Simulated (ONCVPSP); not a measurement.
# An ONCV potential for Ti, from input to tests

Aim: build the potential from the settings below, then test how well it stands in for the atom: other configurations, scattering, ghost states and the plane-wave cutoff that it needs.

The numbers are computed with ONCVPSP 4.0.1.1 (patched build) (PBE, scalar-relativistic, spin-unpolarised reference atom).

**1. The atom and the settings**

Typed settings, in words:

```json
{
  "element": "titanium (Ti, Z = 22)",
  "type": "optimised norm-conserving Vanderbilt (ONCV)",
  "frozen core": "[Ne]",
  "valence charge": "12",
  "reference configuration": "3s2 3p6 3d2 4s2",
  "partial waves": "3s+4s: rc 1.65 bohr, ncon 3, nbas 8, qcut 6.9 1/bohr, 2 projectors; 3p: rc 1.00 bohr, ncon 4, nbas 8, qcut 8.8 1/bohr, 2 projectors, debl 2.2 Ha; 3d: rc 1.70 bohr, ncon 4, nbas 8, qcut 8.9 1/bohr, 2 projectors, debl 1.8 Ha",
  "local potential": "polynomial inside 0.90 bohr (lpopt 5, dvloc0 2 Ha)",
  "core correction": "polynomial model core, fcfact 0.2"
}
```

An earlier all-electron run gives the scale for the radii.

All-electron outer shells of the reference configuration (PBE, scalar-relativistic, ld1.x):

```json
{"shell": "2p", "level (eV)": "-444.26", "outermost node (bohr)": "–", "outermost maximum (bohr)": "0.22"}
{"shell": "3s", "level (eV)": "-62.63", "outermost node (bohr)": "0.40", "outermost maximum (bohr)": "0.87"}
{"shell": "3p", "level (eV)": "-38.86", "outermost node (bohr)": "0.37", "outermost maximum (bohr)": "0.90"}
{"shell": "4s", "level (eV)": "-4.47", "outermost node (bohr)": "1.24", "outermost maximum (bohr)": "2.92"}
{"shell": "3d", "level (eV)": "-4.26", "outermost node (bohr)": "–", "outermost maximum (bohr)": "0.98"}
{"shell": "4p", "level (eV)": "-1.47", "outermost node (bohr)": "1.39", "outermost maximum (bohr)": "3.80"}
```

**2. Generating the potential**

Ti.dat reads:

```
# ATOM AND REFERENCE CONFIGURATION
# atsym  z   nc   nv     iexc    psfile
  Ti 22.00    3    4        4      upf
#
#   n    l    f
    1    0    2.00
    2    0    2.00
    2    1    6.00
    3    0    2.00
    3    1    6.00
    3    2    2.00
    4    0    2.00
#
# PSEUDOPOTENTIAL AND OPTIMIZATION
# lmax
    2
#
#   l,   rc,      ep,       ncon, nbas, qcut
    0    1.65    0.00    3    8    6.90
    1    1.00    0.00    4    8    8.80
    2    1.70    0.00    4    8    8.90
#
# LOCAL POTENTIAL
# lloc, lpopt,  rc(5),   dvloc0
    4    5    0.90    2.00
#
# VANDERBILT-KLEINMAN-BYLANDER PROJECTORs
# l, nproj, debl
    0    2    2.30
    1    2    2.20
    2    2    1.80
#
# MODEL CORE CHARGE
# icmod, fcfact, rcfact
    1    0.20    0.00
#
# LOG DERIVATIVE ANALYSIS
# epsh1, epsh2, depsh
   -4.00    5.00    0.02
#
# OUTPUT GRID
# rlmax, drl
    6.00    0.01
#
# TEST CONFIGURATIONS
# ncnf
    4
# nvcnf
#   n    l    f
    4
    3    0    2.00
    3    1    6.00
    3    2    2.00
    4    0    1.00
#
    4
    3    0    2.00
    3    1    6.00
    3    2    2.00
    4    0    0.00
#
    4
    3    0    2.00
    3    1    6.00
    3    2    1.00
    4    0    0.00
#
    5
    3    0    2.00
    3    1    6.00
    3    2    2.00
    4    0    0.00
    4    1    1.00
#
```

The run is started by

```bash
$ oncvpsp.x < Ti.dat > Ti.out
```

Before running it: what results should come out? Wanted: cutoffs for 1 and 0.1 mHa per electron, occupied waves; bound ghosts; GHOST(+) flags; largest test error; largest phase difference near zero energy, channels read; rms error of d²Exc/dn², without and with the model core.

**Answer**, as computed:

| quantity | value |
| --- | --- |
| cutoffs for 1 and 0.1 mHa per electron, occupied waves | 33 Ha and 104 Ha |
| bound ghosts | none found |
| GHOST(+) flags | none at low energy |
| largest test error (AE − PS) | +37 meV, for 3s2 3p6 3d1 4s0 |
| largest phase difference near zero energy, channels read | 0.000 rad |
| rms error of d²Exc/dn², without and with the model core | 2.05 and 1.42 mHa |

What this shows: By total energies transferability is fair: the largest error is 37 meV on 47.9 eV, for 3s2 3p6 3d1 4s0. That test lies far up in energy; among those under 40 eV, nearer to bonding, the largest error is 2.2 meV. It counts as of middling hardness, with 33 Ha needed at the looser tolerance. The tighter tolerance needs 104 Ha, and converged work needs a cutoff nearer that. The program's ghost test flags no bound state. Near zero energy the phases of the channels with partial waves agree within 0.001 rad. All of this concerns the isolated atom, not yet a solid.
